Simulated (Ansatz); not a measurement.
**C10H12O2Zr: how energies converge with the basis set**

Aim: see how fast density functionals converge with the basis set for C10H12O2Zr.

Computed with Ansatz 0.2.0, Gaussian basis. Level: one geometry, several basis sets.

The runs, in order: PBE0-D4/def2-SVP; ωB97M-V/def2-SVP; PBE0-D4/def2-QZVPP; ωB97M-V/def2-QZVPP; the functionals' def2-TZVPP values are taken from earlier runs.

1 further run of the same task is left out (for a known fault of the program).

## Step 1: The geometry

All runs share one geometry, relaxed beforehand with PBE0-D4 in a triple-zeta def2 set. Zr takes the def2 core potential; no spin-orbit term is included.

SMILES `[OH][Zr]12345678([OH])([C@H]9[C@@H]1[C@@H]2[C@@H]3[C@H]94)[C@H]1[C@@H]5[C@@H]6[C@@H]7[C@H]18`, 25 atoms, charge 0, spin multiplicity 1.

Atoms are counted from 1 here; the program's logs count them from 0.

Bond lengths: O1–Zr2 1.992 Å, O1–H14 0.957 Å, Zr2–O3 1.992 Å, Zr2–C4 2.556 Å, Zr2–C5 2.562 Å, Zr2–C6 2.534 Å, Zr2–C7 2.539 Å, Zr2–C8 2.552 Å, Zr2–C9 2.562 Å, Zr2–C10 2.556 Å, Zr2–C11 2.552 Å, Zr2–C12 2.539 Å, Zr2–C13 2.534 Å, O3–H15 0.957 Å, C4–C5 1.406 Å, C4–C8 1.414 Å, C4–H16 1.080 Å, C5–C6 1.406 Å and more. Angles: Zr2–O1–H14 123.6°, O1–Zr2–O3 102.9°, O1–Zr2–C4 91.0°, O1–Zr2–C5 75.5°, O1–Zr2–C6 96.0°, O1–Zr2–C7 127.0°, O1–Zr2–C8 123.0°, O1–Zr2–C9 116.7°, O1–Zr2–C10 86.3°, O1–Zr2–C11 82.9°, O1–Zr2–C12 110.8°, O1–Zr2–C13 135.6°, O3–Zr2–C4 86.3°, O3–Zr2–C5 116.7°, O3–Zr2–C6 135.6°, O3–Zr2–C7 110.8°, O3–Zr2–C8 82.9°, O3–Zr2–C9 75.5° and more.

## Step 2: PBE0-D4 in def2-SVP

in.yaml reads:

```yaml
crystal:
  periodic: [false, false, false]
  atoms:
    - {symbol: O, position_ang: [-0.728495, -0.201329, -2.232504]}
    - {symbol: Zr, position_ang: [0.040810, -0.341067, -0.400688]}
    - {symbol: O, position_ang: [1.002072, -2.084691, -0.452096]}
    - {symbol: C, position_ang: [-1.990009, -1.670748, 0.398511]}
    - {symbol: C, position_ang: [-2.494378, -0.433260, -0.039159]}
    - {symbol: C, position_ang: [-1.991367, 0.569560, 0.808954]}
    - {symbol: C, position_ang: [-1.193848, -0.057200, 1.799241]}
    - {symbol: C, position_ang: [-1.194158, -1.438837, 1.544334]}
    - {symbol: C, position_ang: [2.512490, 0.282157, -0.139151]}
    - {symbol: C, position_ang: [2.085904, 0.865543, -1.345366]}
    - {symbol: C, position_ang: [1.141972, 1.872023, -1.035364]}
    - {symbol: C, position_ang: [0.974368, 1.894068, 0.359346]}
    - {symbol: C, position_ang: [1.816222, 0.898574, 0.915946]}
    - {symbol: H, position_ang: [-0.220152, 0.052209, -3.002373]}
    - {symbol: H, position_ang: [0.564884, -2.932694, -0.380902]}
    - {symbol: H, position_ang: [-2.175541, -2.627644, -0.067310]}
    - {symbol: H, position_ang: [-3.089541, -0.272562, -0.924138]}
    - {symbol: H, position_ang: [-2.191065, 1.627883, 0.727224]}
    - {symbol: H, position_ang: [-0.679343, 0.438716, 2.608567]}
    - {symbol: H, position_ang: [-0.655557, -2.185860, 2.108361]}
    - {symbol: H, position_ang: [3.188371, -0.553313, -0.047324]}
    - {symbol: H, position_ang: [2.419086, 0.585147, -2.334043]}
    - {symbol: H, position_ang: [0.617827, 2.494798, -1.745084]}
    - {symbol: H, position_ang: [0.321500, 2.554763, 0.909712]}
    - {symbol: H, position_ang: [1.917950, 0.663764, 1.965316]}
basis:
  gaussian: {orbitals: def2-SVP}
hamiltonian: {xc: pbe0, dispersion: d4}
output: {orbitals: {seedname: orbitals}}
```

Started as:

```console
ansatz run in.yaml --threads 11 --pin off --events-out ev --progress --plain --max-ram 110592MiB --backend cpu
```

After this run come: ωB97M-V in def2-SVP; PBE0-D4 in def2-QZVPP; ωB97M-V in def2-QZVPP.

Q: Predict the results of all the runs planned. Wanted: PBE0-D4: double and triple zeta above quadruple; ωB97M-V: double and triple zeta above quadruple.

**Answer**, as computed:

| quantity | value |
| --- | --- |
| PBE0-D4: double and triple zeta above quadruple | 17.41, 0.86 eV |
| ωB97M-V: double and triple zeta above quadruple | 18.00, 0.81 eV |

For PBE0-D4 the step from double to triple zeta gains 16.55 eV and the next only 0.86 eV. These are total energies; as a rule much of such shifts cancels in differences, which this series doesn't test. The LUMO of ωB97M-V is positive and keeps falling with the basis (1.68 to 0.71 eV): an unbound level that the basis holds in place.
